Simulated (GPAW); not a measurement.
# PtSe (P-6m2) in GPAW: single point with PBE

Aim: the single point of PtSe with PBE.

Program: GPAW 26.7.0. These are calculated values, not measurements. Logs are shortened: lines on timing, memory, paths and dates and some standing lists are left out, and cuts for length are marked. The log counts tension as positive stress, the text compression.

## Step 1: The structure

It takes space group P-6m2 (No. 187, hexagonal). Conventional cell: a = 3.702 Å, b = 3.702 Å, c = 3.613 Å, α = 90.00°, β = 90.00°, γ = 120.00°. Around Pt (site symmetry -6m2) lie 6 Se at 2.80 Å. Se (site symmetry -6m2) is surrounded by 6 Pt at 2.80 Å.

The cell comes from a database or a generator and needn't be the stable form of this composition.

## Step 2: Single point, PBE

run.py reads:

```python
from ase.dft.bandgap import bandgap
from ase.io import read, write
from ase.units import GPa
from gpaw import GPAW, PW

atoms = read('PtSe.xyz')

calc = GPAW(mode=PW(450),
            xc='PBE',
            kpts={'size': (7, 7, 6), 'gamma': True},
            occupations={'name': 'fermi-dirac', 'width': 0.05},
            nbands=22,
            maxiter=120,
            txt='gpaw.txt')
atoms.calc = calc
energy = atoms.get_potential_energy()
forces = atoms.get_forces()
stress = atoms.get_stress()
calc.write('gs.gpw')
write('result.traj', atoms)
print(f'Energy: {energy:.6f} eV')
print('Forces (eV/A):')
print(forces.round(4))
print('Stress (GPa):', (stress / GPa).round(3))
print('Fermi level:', round(calc.get_fermi_level(), 4), 'eV')
print(f'Gap: {bandgap(calc)[0]:.4f} eV, direct: {bandgap(calc, direct=True)[0]:.4f} eV')
```

PtSe.xyz reads:

```xyz
2
Lattice="3.7018703299 0.0000000000 0.0000000000 -1.8509351650 3.2059137472 0.0000000000 0.0000000000 0.0000000000 3.6128420300" Properties=species:S:1:pos:R:3 pbc="T T T"
Pt     0.0000000000      0.0000000000      0.0000000000
Se     1.8509351651      1.0686379156      1.8064210150
```

Potentials or basis: GPAW PAW data sets (gpaw-data 1.2.1), pw.

The run is started by

```console
$ OMP_NUM_THREADS=1 python run.py
```

gpaw.txt:

```text
__  _  _
 | _ |_)|_||  |
 |__||  | ||/\| - 26.7.0

Input parameters:
  mode=PW(ecut=450.00000000000006),
  kpts=MonkhorstPack(size=(7, 7, 6), gamma=True),
  maxiter=120,
  nbands=22,
  occupations=Occupations(name='fermi-dirac', width=0.05),
  xc=XC(name='PBE')

Diagonalizing LCAO Hamiltonian
Converting LCAO to pw mode

            Se

       Pt

Atoms  # Å, Bohr magnetons
|   | symbol |        x |        y |        z |    initial magnetic moments |
|---|--------|----------|----------|----------|-----------------------------|
| 0 |     Pt | 0.000000 | 0.000000 | 0.000000 | ( 0.0000,  0.0000,  0.0000) |
| 1 |     Se | 1.850935 | 1.068638 | 1.806421 | ( 0.0000,  0.0000,  0.0000) |

Unit cell  # Å
| periodic |         x |        y |        z |  lengths |     angles |
|----------|-----------|----------|----------|----------|------------|
|      yes |  3.701870 | 0.000000 | 0.000000 | 3.701870 |  90.000000 |
|      yes | -1.850935 | 3.205914 | 0.000000 | 3.701870 |  90.000000 |
|      yes |  0.000000 | 0.000000 | 3.612842 | 3.612842 | 120.000000 |

Number of symmetries: 12
Symmetry operations  # r_c * U_cc + t_c -> r_c
|    | kind |            matrix            |
|----|------|------------------------------|
|  0 |  σ   |  1, 1, 0,  0,-1, 0,  0, 0, 1 |
|  1 |  C2  |  1, 1, 0,  0,-1, 0,  0, 0,-1 |
|  2 |  E   |  1, 0, 0,  0, 1, 0,  0, 0, 1 |
|  3 |  σ   |  1, 0, 0,  0, 1, 0,  0, 0,-1 |
|  4 |  C3  |  0, 1, 0, -1,-1, 0,  0, 0, 1 |
|  5 |  S3  |  0, 1, 0, -1,-1, 0,  0, 0,-1 |
|  6 |  σ   |  0,-1, 0, -1, 0, 0,  0, 0, 1 |
|  7 |  C2  |  0,-1, 0, -1, 0, 0,  0, 0,-1 |
|  8 |  σ   | -1, 0, 0,  1, 1, 0,  0, 0, 1 |
|  9 |  C2  | -1, 0, 0,  1, 1, 0,  0, 0,-1 |
| 10 |  C3  | -1,-1, 0,  1, 0, 0,  0, 0, 1 |
| 11 |  S3  | -1,-1, 0,  1, 0, 0,  0, 0,-1 |

BZ-sampling:
  Number of BZ points: 294
  Number of IBZ points: 32

  Monkhorst-Pack size: [7, 7, 6]
  Monkhorst-Pack shift: [0.0, 0.0, 0.08333333333333333]

K-points  # in reciprocal-cell coordinates
|     |                                coordinates |     weight |
|-----|--------------------------------------------|------------|
|   0 | (  0.00000000,   0.00000000,   0.00000000) | 0.00340136 |
|   1 | (  0.00000000,   0.00000000,   0.16666667) | 0.00680272 |
|   2 | (  0.00000000,   0.00000000,   0.33333333) | 0.00680272 |
|   3 | (  0.00000000,   0.00000000,   0.50000000) | 0.00340136 |
|   4 | (  0.14285714,   0.00000000,   0.00000000) | 0.02040816 |
|   5 | (  0.14285714,   0.00000000,   0.16666667) | 0.04081633 |
|   6 | (  0.14285714,   0.00000000,   0.33333333) | 0.04081633 |
|   7 | (  0.14285714,   0.00000000,   0.50000000) | 0.02040816 |
|   8 | (  0.28571429,  -0.14285714,   0.00000000) | 0.02040816 |
|   9 | (  0.28571429,  -0.14285714,   0.16666667) | 0.04081633 |
| ... |                                            |            |
|  31 | (  0.42857143,   0.42857143,   0.50000000) | 0.02040816 |

Plane wave coefficients: 944
Cutoff: 450.00000000000006 eV

Spin-components: 1 (collinear spins)
Bands:           22
Projectors:      11
Spin-degeneracy: 2
Datatype:        complex128

Parallelization:
  kpt:    1
  domain: 1
  band:   1

Density:
  Valence electrons: 22.0
  Components: 1
  Grid points: [20 20 18]
  Charge: 0.0  # |e|

Potential:
  Grid points: [20 20 18]

species:
  Pt:
    name:    Platinum
    Z:       78.0
    valence: 16
    core:    62
    charge:  0.0  # [|e|]
    compensation charges:
      type: gauss
      rc: 0.41  # [Å]
      lmax: 2
    cutoffs:
      filter: 2.26  # [Å]
      core: 2.26  # [Å]
    projectors
    | kind |    occ | energy [eV] | rcut [Å] |
    |------|--------|-------------|----------|
    |   6s |  1.000 |      -5.628 |    1.307 |
    |   5p |  6.000 |     -56.051 |    1.371 |
    |   6p |  0.000 |      -0.845 |    1.371 |
    |   5d |  9.000 |      -6.153 |    1.307 |
    |    s |        |      21.583 |    1.307 |
    |    d |        |      21.058 |    1.307 |

    Using partial waves for Pt as LCAO basis

  Se:
    name:    Selenium
    Z:       34.0
    valence: 6
    core:    28
    charge:  0.0  # [|e|]
    compensation charges:
      type: gauss
      rc: 0.27  # [Å]
      lmax: 2
    cutoffs:
      filter: 1.77  # [Å]
      core: 2.67  # [Å]
    projectors
    | kind |    occ | energy [eV] | rcut [Å] |
    |------|--------|-------------|----------|
    |   4s |  2.000 |     -17.277 |    0.847 |
    |   4p |  4.000 |      -6.512 |    1.005 |
    |    s |        |       9.935 |    0.847 |
    |    p |        |      20.699 |    1.005 |
    |    d |        |       0.000 |    0.847 |

    Using partial waves for Se as LCAO basis

Reference energy: -566478.894898  # eV

eigensolver:
  PPCG
  Converge bands: occupied
  niter=2

density mixing:
  MSR1-Mixer
  Pratt-step length: 0.05
  Maximum mixing coefficient: 0.75
  Old densities: 10
  SVD Regularization: 0.005
  Good broyden scale: 1.0
  Trust region scale: 1.0
  Backstep threshold: 4.0
  History deletion threshold: 6.0
  Fourier metric: weight=20.0, sigma=0.015

occupation numbers:
  Fermi-Dirac:
    width: 0.0500  # eV

poisson solver:
  ecut: 3600.0000000000005  # eV

xc functional:
  name: PBE with 2 nearest neighbor stencil

convergence criteria:
- Maximum [total energy] change in last 3 cyles: 0.0005 eV / valence electron
- Maximum integral of absolute [dens]ity change: 0.0001 electrons / valence electron
- Maximum integral of absolute [eigenst]ate change: 4e-08 eV^2 / valence electron
maximum number of iterations: 120

SCF iterations
|iter     | |      energy | eigst |  dens |
|---------|-|-------------|-------|-------|
|iter:   1| |   -9.470110 | -0.10 |       |
|iter:   2| |   -9.423330 | -2.54 | -1.37 |
|iter:   3| |   -9.311728 | -2.40 | -1.42 |
|iter:   4| |   -9.309952 | -3.22 | -1.87 |
|iter:   5| |   -9.310255c| -3.71 | -2.23 |
|iter:   6| |   -9.310614c| -4.32 | -2.62 |
|iter:   7| |   -9.310622c| -6.34 | -3.59 |
|iter:   8| |   -9.310622c| -6.89 | -3.95 |
|iter:   9| |   -9.310622c| -7.83c| -4.91c|

Converged in 9 steps
Energy contributions relative to reference atoms: (reference = -566478.894898)

Energy contributions:
  Kinetic:         -13.944170
  Coulomb:          10.744631
  Zero:             -0.640534
  External:          0.000000
  Xc:               -5.465273
  Entropy:          -0.010552
  Spinorbit:         0.000000
  ----------------------------
  Free energy:      -9.315898
  Extrapolated:     -9.310622

dipole moment: (-4.330761, -11.856688, -12.134552)  # |e|*Ang

Fermi level: 7.134
Eigenvalues  # (at kpt = [0.000, 0.000, 0.000])
| band index |      eig [eV] | occ [0-2] |
|------------|---------------|-----------|
|          0 |       -44.951 |     2.000 |
|        ... |               |           |
|          2 |       -44.827 |     2.000 |
|          3 |        -7.264 |     2.000 |
|          4 |         3.619 |     2.000 |
|          5 |         3.619 |     2.000 |
|          6 |         3.799 |     2.000 |
|          7 |         5.157 |     2.000 |
[... 8 lines left out ...]
|         16 |        19.936 |     0.000 |
|         17 |        20.375 |     0.000 |
|        ... |               |           |
|         21 |        25.067 |     0.000 |

No gap
No difference between direct/indirect transitions

Forces  # eV/Ang
|        x |        y |       z |
|----------|----------|---------|
|  0.00000 |  0.00000 | 0.00000 |  # Pt   0
| -0.00000 | -0.00000 | 0.00000 |  # Se   1

Stress tensor  # eV/Ang^3
|        x |        y |        z |
|----------|----------|----------|
| 0.062208 | 0.000000 | 0.000000 |
| 0.000000 | 0.062208 | 0.000000 |
| 0.000000 | 0.000000 | 0.094511 |

# Writing to gs.gpw (mode='')
```

It took 11 s on 1 thread of Arm Neoverse V2, shared host; peak memory 0.14 GiB.

Results:

```
Free energy            : -9.3159 eV
Pressure               : -11.7 GPa
Band gap on the k mesh : none (metal or under the smearing width)
```

Caveat: the cutoff is short for stress and forces, so pressures can be off by a GPa or more.
